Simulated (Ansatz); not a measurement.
## CH7BSSi, SMILES CB[SiH2]S: a rigid torsion scan, step by step

Computed with Ansatz's Python interface.

Notebook, run cell by cell (the value of a cell's last expression is shown):

```python
import ansatz as az
from ase import Atoms
```

```python
BASIS_SET = "def2-SVP"
FUNCTIONAL = "hf"
FORCE_TOL = 0.02
```

```python
atoms = Atoms(["C", "B", "Si", "S", "H", "H", "H", "H", "H", "H", "H"], positions=[
    [-1.0173, 1.4084, -0.152],
    [0.2984, 0.7771, -0.603],
    [0.8807, -0.8403, 0.2564],
    [-0.4659, -2.3844, -0.0165],
    [-1.241, 2.3581, -0.788],
    [-1.0167, 1.7458, 0.9082],
    [-1.8728, 0.7411, -0.3194],
    [0.992, 1.2814, -1.467],
    [1.0887, -0.5702, 1.7503],
    [2.1995, -1.2571, -0.2895],
    [0.2198, -3.3169, 0.7411],
])
```

```python
first = (
    az.Crystal.molecule_from_ase(atoms).calculation()
    .basis(gaussian=BASIS_SET)
    .functional(FUNCTIONAL)
    .relax(force_tolerance=FORCE_TOL, max_steps=80)
)
atoms.positions = first.run(threads=1).report["positions_ang"]
```

```python
start = atoms.get_dihedral(1, 2, 3, 10)
energies = {}
for turn in range(0, 360, 40):
    turned = atoms.copy()
    turned.set_dihedral(1, 2, 3, 10, start + turn, indices=[3, 10])
    job = az.Crystal.molecule_from_ase(turned).calculation().basis(gaussian=BASIS_SET).functional(FUNCTIONAL)
    energies[round((start + turn) % 360)] = job.run(threads=1).report["free_energy_ev"]
floor = min(energies.values())
print("dihedral B1-Si2-S3-H10 (deg)   E - E(min) (eV)")
for angle, e in sorted(energies.items()):
    print(f"{angle:8d} {(e - floor):14.3f}  " + "#" * int(30 * (e - floor) / max(max(energies.values()) - floor, 1e-9)))
```

    dihedral B1-Si2-S3-H10 (deg)   E - E(min) (eV)
          20          0.098  ##############################
          60          0.064  ###################
         100          0.083  #########################
         140          0.048  ##############
         180          0.000
         220          0.048  ##############
         260          0.084  #########################
         300          0.062  ##################
         340          0.089  ###########################

The lowest point is at 180° and the highest at 20°, 0.098 eV (9.5 kJ/mol) above it, with the rest of the molecule held.

The scan is rigid and the energies are electronic, in a modest basis. With rigid groups the curve can differ much from the relaxed path, the start wasn't checked as a minimum of this torsion, and equivalent turns needn't return to the same energy. Wall time of the script: 56 s on 1 thread of Arm Neoverse V2, on a shared host, peak memory 0.26 GiB.
